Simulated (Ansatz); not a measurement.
## KLuS2, space group R-3m: an equation of state with a fit, step by step

With Ansatz's Python interface.

The cells in order, each with its output:

```python
import warnings

import ansatz as az
import numpy as np
from pymatgen.analysis.eos import EOS
```

```python
FUNCTIONAL = "lda"
CUTOFF_EV = 510
OCCUPATIONS = "fermi_dirac"
SMEARING_WIDTH = 0.05
MESH = (6, 6, 6)
```

```python
VECTORS = np.array([
    [1.9745, 1.13997811, 7.29033333],
    [-1.9745, 1.13997811, 7.29033333],
    [0.0, -2.27995621, 7.29033333],
])
SITES = [
    ("K", [0.0, 0.0, 0.0]),
    ("Lu", [0.5, 0.5, 0.5]),
    ("S", [0.23369, 0.23369, 0.23369]),
    ("S", [0.76631, 0.76631, 0.76631]),
]
```

```python
def make_crystal(cell):
    crystal = az.Crystal(lattice=az.Lattice.of(cell))
    for symbol, position in SITES:
        crystal = crystal.atom(symbol, position)
    return crystal
```

```python
warnings.simplefilter("ignore", az.DeckWarning)
```

```python
# scale the volume, keep shape and fractions
volumes, energies, pressures = [], [], []
for scale in np.linspace(0.92, 1.08, 7):
    cell = VECTORS * scale ** (1 / 3)
    setup = make_crystal(cell).calculation()
    setup = setup.functional(FUNCTIONAL)
    setup = setup.basis(CUTOFF_EV)
    setup = setup.occupations(OCCUPATIONS, width=SMEARING_WIDTH)
    setup = setup.kpoints(*MESH)
    setup = setup.stress()
    report = setup.run(threads=1).report
    volumes.append(abs(np.linalg.det(cell)) / len(SITES))
    energies.append(report["free_energy_ev"] / len(SITES))
    pressures.append(np.trace(report["stress_gpa"]) / 3)
    print(f"V = {volumes[-1]:8.4f} A^3/atom  F = {energies[-1]:.5f} eV/atom  P = {pressures[-1]:8.3f} GPa")
```

    V =  22.6454 A^3/atom  F = -4434.00400 eV/atom  P =    1.182 GPa
    V =  23.3018 A^3/atom  F = -4434.00480 eV/atom  P =   -0.743 GPa
    V =  23.9582 A^3/atom  F = -4433.99827 eV/atom  P =   -2.406 GPa
    V =  24.6146 A^3/atom  F = -4433.98540 eV/atom  P =   -3.842 GPa
    V =  25.2710 A^3/atom  F = -4433.96706 eV/atom  P =   -5.082 GPa
    V =  25.9273 A^3/atom  F = -4433.94399 eV/atom  P =   -6.153 GPa
    V =  26.5837 A^3/atom  F = -4433.91685 eV/atom  P =   -7.074 GPa

```python
for form in ["birch_murnaghan"]:
    fit = EOS(eos_name=form).fit(volumes, energies)
    print(f"{form:18s} V0 {fit.v0:8.4f} A^3/atom  B0 {fit.b0_GPa:7.1f} GPa  B1 {fit.b1:5.2f}")
```

    birch_murnaghan    V0  23.0371 A^3/atom  B0    66.6 GPa  B1  4.18

A third-order Birch-Murnaghan fit through the 7 points has its minimum at 23.04 Å³ an atom, 6.4 % below the typed cell, with a bulk modulus of 67 GPa and dB/dP = 4.2. From that minimum the energy rises by 1.4 meV an atom on the compressed side and 88.6 meV on the expanded side. The window is off centre, so dB/dP is rough.

Total energies depend on the potentials; only differences at equal settings carry meaning. Shape and fractional positions are held along the curve, so the bulk modulus is an upper value where they are free to relax. Pressure is positive in compression. The starting cell is as deposited in a crystallographic database; the results hold for this polymorph, which needn't be the stable one. Wall time of the script: 53 s on 1 thread of Arm Neoverse V1 (shared host), peak memory 0.58 GiB.
